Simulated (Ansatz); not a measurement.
# MoW2: a trial structure relaxed

Where does MoW2 go from the start given, random cell with space group Ccce (No. 68)?

Method: DFT PBE, scalar-relativistic, plane waves, PAW, in Ansatz 0.2.0.

## 1. The system as given

It takes space group Ccce (No. 68, orthorhombic). Conventional cell: a = 4.462 Å, b = 7.275 Å, c = 6.480 Å, α = 90.00°, β = 90.00°, γ = 90.00°. Around Mo (site symmetry 222) lie 4 W at 2.39 Å. W (site symmetry 2) is surrounded by 2 Mo at 2.39 Å and 2 W at 2.48 Å.

Coordinates:

```
Mo W
1.0
     2.23088   -3.63750    0.00000
     2.23088    3.63750    0.00000
     0.00000    0.00000    6.48001
Mo W
2 4
Direct
  0.50000 0.50000 0.00000
  0.00000 0.00000 0.50000
  0.50000 0.00000 0.83333
  0.00000 0.50000 0.66667
  0.50000 0.00000 0.33333
  0.00000 0.50000 0.16667
```

## 2. Coarse relaxation

Contents of input.yaml:

```yaml
crystal:
  lattice:
    - [2.230883922, -3.6375047909, 0.0]
    - [2.230883922, 3.6375047909, 0.0]
    - [0.0, 0.0, 6.4800057458]
  atoms:
    - { symbol: Mo, position: [0.5, 0.5, 0.0] }
    - { symbol: Mo, position: [0.0, 0.0, 0.5] }
    - { symbol: W, position: [0.5, 0.0, 0.8333333333] }
    - { symbol: W, position: [0.0, 0.5, 0.6666666667] }
    - { symbol: W, position: [0.5, 0.0, 0.3333333333] }
    - { symbol: W, position: [0.0, 0.5, 0.1666666667] }
basis:
  ecutwfc: 420
kpoints:
  mp_grid: { grid: [4, 4, 4] }
hamiltonian:
  xc: pbe
scf:
  occupations: { method: gaussian, width: 0.1 }
  lower_state_search: "off"
output:
  forces: true
  stress: true
  eigenvalues: true
relax:
  adjacent_minimum: "off"
  f_tol: 0.04
  max_steps: 70
  cell: { stress_tol: 0.4 }
```

The session goes on with these runs: full relaxation.

Q: Predict the outcome of this session.

The runs gave:

Formation energies count from the elements, computed with the same settings in runs not shown here.

| quantity | value |
| --- | --- |
| cell (conventional) | a = 4.991 Å, b = 8.860 Å, c = 5.141 Å, α = 90.00°, β = 90.00°, γ = 90.00° |
| space group | Ccce (No. 68) |
| volume | 18.95 Å³/atom |
| gap on the mesh | none (metal) |
| formation energy from the elements | +1.180 eV/atom |

In words: The space group stayed Ccce, and from the first guess the volume went from 17.53 to 18.95 Å³/atom. The formation energy of +1.18 eV/atom is positive, so the elements lie lower than this structure; another structure of the compound can lie lower. The runs treat W without spin-orbit coupling.
